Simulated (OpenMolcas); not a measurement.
**Ru⁴⁺ among point charges: CASSCF and CASPT2 levels and susceptibility**

Aim: the splitting of the states of Ru⁴⁺ in the field of 6 point charges, its lowest levels with spin-orbit coupling and its magnetic susceptibility.

Program: OpenMolcas 26.06. Level of theory: state-averaged CASSCF and CASPT2, spin-orbit coupling by RASSI with atomic mean-field integrals. These are calculated values, not measurements, unless marked.

## (1) The atom as given

```
Species                           : Ru⁴⁺ (ruthenium, Z = 44, 40 electrons)
Basis                             : ANO-RCC-VTZP [7s6p4d2f1g], 68 functions
Scalar Hamiltonian                : DKH2, point nucleus
Inactive shells                   : 1s 2s 2p 3s 3p 3d 4s 4p
Active space                      : 4 electrons in 5 orbitals (4d)
Some configurations of this space : 4d4
Orbitals                          : optimised for each spin and parity, averaged over all roots
```

The outer shells:

4d4
```
4d [↑ ][↑ ][↑ ][↑ ][  ]
```

The ion sits among 6 point charges of -0.85 e arranged as an octahedron (Oh), 1.94 Å from the ion.

The work runs as a chain of OpenMolcas steps in one folder; each step below is one input file. Labels, J, g values, rates, χT and fits are worked out afterwards by a script from the matrices that RASSI stores. The input lists half of the charges; inversion (Group=XYZ) makes the rest.

## (2) One- and two-electron integrals

The input, a.inp:

```
&GATEWAY
Coord
1

Ru 0.0 0.0 0.0
Basis=ANO-RCC-VTZP
Group=XYZ
NoMove
AngMom=0.0 0.0 0.0
AMFI
XField
3 Angstrom 0
1.940000 0.000000 0.000000 -0.850000
0.000000 1.940000 0.000000 -0.850000
0.000000 0.000000 1.940000 -0.850000
&SEWARD
```

Launch:

```sh
> OMP_NUM_THREADS=1 MOLCAS_MEM=1689 MOLCAS_PROJECT=a pymolcas a.inp > a.log
```

## (3) CASSCF: quintets of even parity, 5 roots

The input, a.inp:

```
&RASSCF
FileOrb=start.orb
Symmetry=1
Spin=5
nActEl=4 0 0
Inactive=9 9
Ras2=5 0
CIRoot=5 5 1
SDav=5
CIMx=300
Iter=120 100
PrWF=0.3
OrbListing=Nothing
MaxOrb=0
>>> COPY $Project.JobIph JOB001
```

start.orb holds the contracted functions of the basis, ordered by shell, or the orbitals of the step before.

## (4) Reference wave functions, triplets of even parity, 45 roots

The input, a.inp:

```
&RASSCF
FileOrb=start.orb
Symmetry=1
Spin=3
nActEl=4 0 0
Inactive=9 9
Ras2=5 0
CIRoot=45 45 1
SDav=45
CIMx=300
Iter=120 100
PrWF=0.3
OrbListing=Nothing
MaxOrb=0
>>> COPY $Project.JobIph JOB002
```

## (5) CASSCF: singlets of even parity, 50 roots

The input, a.inp:

```
&RASSCF
FileOrb=start.orb
Symmetry=1
Spin=1
nActEl=4 0 0
Inactive=9 9
Ras2=5 0
CIRoot=50 50 1
SDav=50
CIMx=300
Iter=120 100
PrWF=0.3
OrbListing=Nothing
MaxOrb=0
>>> COPY $Project.JobIph JOB003
```

## (6) State interaction with spin-orbit coupling

The input, a.inp:

```
&RASSI
NrOfJobIphs=3 5 45 50
1 2 3 4 5
1 2 3 4 5 6 7 8 9 10 11 12 13 14 15 16 17 18 19 20 21 22 23 24 25 26 27
28 29 30 31 32 33 34 35 36 37 38 39 40 41 42 43 44 45
1 2 3 4 5 6 7 8 9 10 11 12 13 14 15 16 17 18 19 20 21 22 23 24 25 26 27
28 29 30 31 32 33 34 35 36 37 38 39 40 41 42 43 44 45 46 47 48 49 50
IphNames
JOB001
JOB002
JOB003
EJob
SpinOrbit
DIPRint=1.0
SOCoupling=1000.0
Subsets=2
Property=9
'ANGMOM' 1 'ANGMOM' 2 'ANGMOM' 3 'MLTPL  1' 1 'MLTPL  1' 2 'MLTPL  1' 3
'AMFI' 1 'AMFI' 2 'AMFI' 3
SOProperty=3
'ANGMOM' 1 'ANGMOM' 2 'ANGMOM' 3
```

## (7) CASPT2: IPEA 0.25, imaginary shift 0.1 (closed shells correlated: 4s 4p)

The input, a.inp:

```
>>> COPY JOB001 $Project.JobIph
&CASPT2
Multistate=5 1 2 3 4 5
NoMult
Frozen=8 6
IPEA=0.25
Imaginary=0.1
MaxIter=60
WThr=0.0 0.3 0.05
PrWF=0.5
NoMix
>>> COPY JOB002 $Project.JobIph
&CASPT2
Multistate=45 1 2 3 4 5 6 7 8 9 10 11 12 13 14 15 16 17 18 19 20 21 22
23 24 25 26 27 28 29 30 31 32 33 34 35 36 37 38 39 40 41 42 43 44 45
NoMult
Frozen=8 6
IPEA=0.25
Imaginary=0.1
MaxIter=60
WThr=0.0 0.3 0.05
PrWF=0.5
NoMix
>>> COPY JOB003 $Project.JobIph
&CASPT2
Multistate=50 1 2 3 4 5 6 7 8 9 10 11 12 13 14 15 16 17 18 19 20 21 22
23 24 25 26 27 28 29 30 31 32 33 34 35 36 37 38 39 40 41 42 43 44 45 46
47 48 49 50
NoMult
Frozen=8 6
IPEA=0.25
Imaginary=0.1
MaxIter=60
WThr=0.0 0.3 0.05
PrWF=0.5
NoMix
```

(Steps that only read results are left out.)

Before running it: what results should come out? Wanted: spin-free ground state; first state of the same spin within the active space; lowest level; next level.

**Answer**, as computed:

| quantity | value |
| --- | --- |
| method | SS-CASPT2, IPEA 0.25, imaginary shift 0.1 (closed shells correlated: 4s 4p) |
| spin-free ground state | 5E, 2-fold in its orbital part |
| first state of the same spin within the active space | 5T2 at 3570 cm⁻¹ |
| lowest level | 1-fold A1 |
| next level | 330.4 cm⁻¹ |
| χT at 300 K | 1.37 cm³ K/mol |
| effective moment at 300 K | 3.31 μB |

Cost by method:

| method | time of its own steps | time with the reference |
| --- | --- | --- |
| A. CASSCF | 37 s | 37 s |
| B. SS-CASPT2, IPEA 0.25, imaginary shift 0.1, +4s 4p | 21 s | 58 s |

Times are of one thread on a shared host.

**Reading.** The spin-free ground state (5E) comes to 100 % from free-ion D terms and keeps the highest spin of the shell. χT at 300 K is 1.37, against 3.01 cm³ K/mol for the spin alone, so spin-orbit coupling lowers it. An active space of the d shell alone favours high spin; real ions in strong fields can be low spin. A ligand-field fit to the states below 45000 cm-1 gives 10Dq = 3661 cm-1, B = 720 cm-1 and C = 3584 cm-1 (C/B = 4.98), with a deviation of 385 cm-1. CASPT2 does not keep the components of a term degenerate, and the means are used. An orbital doublet at a regular site is open to a Jahn-Teller distortion, which this geometry leaves out. The field of point charges can differ much from that of real complexes. With metal d orbitals alone active, the gaps between spin states are rough; where two lie within a few thousand cm-1, their order is open. Point charges carry no covalency, so the field is a model and not that of real ligands.
